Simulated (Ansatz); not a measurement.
# Cs4Al3Os: the cost of one run

Program: Ansatz 0.2.0. Level of theory: DFT PBE, scalar-relativistic, plane waves, PAW, unless a step names another level. These are calculated values, not measurements.

12 further runs of the same task are left out: 3 that didn't finish, 9 set aside as unsound or not needed. Runs told in other sessions of the task aren't counted.

**1. Plan**

Pauling electronegativities: Cs 0.79, Al 1.61, Os 2.20 (spread 1.41). No set of common oxidation states balances it. Tabulated atomic sizes suggest about 32 Å³/atom. 26 candidates were drawn, by swapping species into database cells of other compounds, at random by space group and Wyckoff sites, or by hand, as the table says:

```
name                  made from  space group no.                            Wyckoff sites  atoms (primitive cell)  V (Å³/atom)
 c01                     random              229                      Cs 8c; Al 6b; Os 2a                       8         36.3
 c02                     random              221                  Cs 3c, 1a; Al 3d; Os 1b                       8         39.3
 c03   database cell of Li3TaO4              139              Cs 4c, 4e; Al 2b, 4d; Os 2a                       8         29.0
 c04  database cell of Ca4ZnAg3               25  Cs 1d, 1b, 1a, 1c; Al 1b, 1a, 1c; Os 1d                       8         42.3
 c05    database cell of Y3ScN4              166              Cs 6c, 6c; Al 6c, 3b; Os 3a                       8         29.1
 c06   database cell of CeSm3S4               12              Cs 4i, 4i; Al 4i, 2d; Os 2a                       8         30.0
 c07                     random              139                  Cs 8h; Al 4d, 2b; Os 2a                       8         40.9
 c08  database cell of CrNi3Sb4              164              Cs 2d, 2d; Al 1a, 2c; Os 1b                       8         30.5
 c09                     random              191                  Cs 3g, 1a; Al 3f; Os 1b                       8         39.2
 c10  database cell of Ca4Cd3Au              123              Cs 2h, 2h; Al 2g, 1b; Os 1a                       8         39.3
 c11                     random               99                  Cs 4d; Al 2c, 1b; Os 1b                       8         41.7
 c12   database cell of Ca3CdO4              123          Cs 2g, 1c, 1d; Al 2h, 1b; Os 1a                       8         28.0
 c13  database cell of Ho4SiGe3               25  Cs 1a, 1b, 1d, 1c; Al 1b, 1d, 1c; Os 1a                       8         34.4
 c14                     random              107                  Cs 8d; Al 2a, 4b; Os 2a                       8         38.5
 c15                     random              123                  Cs 4i; Al 2h, 1d; Os 1b                       8         35.1
 c16                     random              221                  Cs 3d, 1a; Al 3c; Os 1b                       8         37.8
 c17                     random              139                  Cs 8f; Al 4e, 2b; Os 2a                       8         40.2
 c18  database cell of CrFe3Sb4              164              Cs 2d, 2d; Al 1b, 2c; Os 1a                       8         29.2
 c19   database cell of Cu3SbS4              121                  Cs 8i; Al 4d, 2b; Os 2a                       8         32.1
 c20                     random              221                  Cs 3d, 1b; Al 3c; Os 1a                       8         33.3
 c21                     random              139                  Cs 8i; Al 4e, 2a; Os 2b                       8         38.8
 c22                     random              183                  Cs 3c, 1a; Al 3c; Os 1a                       8         35.2
 c23                     random               71                  Cs 8k; Al 4e, 2a; Os 2d                       8         38.8
 c24                     random              191                  Cs 3f, 1b; Al 3g; Os 1a                       8         40.6
 c25                     random              166                  Cs 6c, 6c; Al 9e; Os 3b                       8         37.8
 c26                     random              191              Cs 2c, 2d; Al 2e, 1b; Os 1a                       8         39.9
```

**2. Screening run of c03**

The input, input.yaml:

```yaml
crystal:
  lattice:
    - [-3.01774046, 3.01774046, 6.37073795]
    - [3.01774046, -3.01774046, 6.37073795]
    - [3.01774046, 3.01774046, -6.37073795]
  atoms:
    - { symbol: Cs, position: [0.0, 0.5, 0.5] }
    - { symbol: Cs, position: [0.77785897, 0.77785897, 0.0] }
    - { symbol: Cs, position: [0.5, 0.0, 0.5] }
    - { symbol: Cs, position: [0.22214103, 0.22214103, 0.0] }
    - { symbol: Al, position: [0.5, 0.5, 0.0] }
    - { symbol: Al, position: [0.25, 0.75, 0.5] }
    - { symbol: Al, position: [0.75, 0.25, 0.5] }
    - { symbol: Os, position: [0.0, 0.0, 0.0] }
basis:
  ecutwfc: 420
kpoints:
  mp_grid: { grid: [4, 4, 4] }
hamiltonian:
  xc: pbe
scf:
  occupations: { method: gaussian, width: 0.2 }
  lower_state_search: "off"
output:
  forces: true
  stress: true
  eigenvalues: true
relax:
  adjacent_minimum: "off"
  f_tol: 0.08
  max_steps: 16
  cell: { stress_tol: 0.8 }
```

Run with:

```sh
$ ansatz run input.yaml --threads 1 --pin off --max-ram 2560MiB --backend cpu --events-out ev --progress --plain --runs-dir out
```

Q: Estimate wall time and peak memory on 1 thread of Arm Neoverse N1, shared host.

About 2.1 min, with a peak of 0.66 GiB.
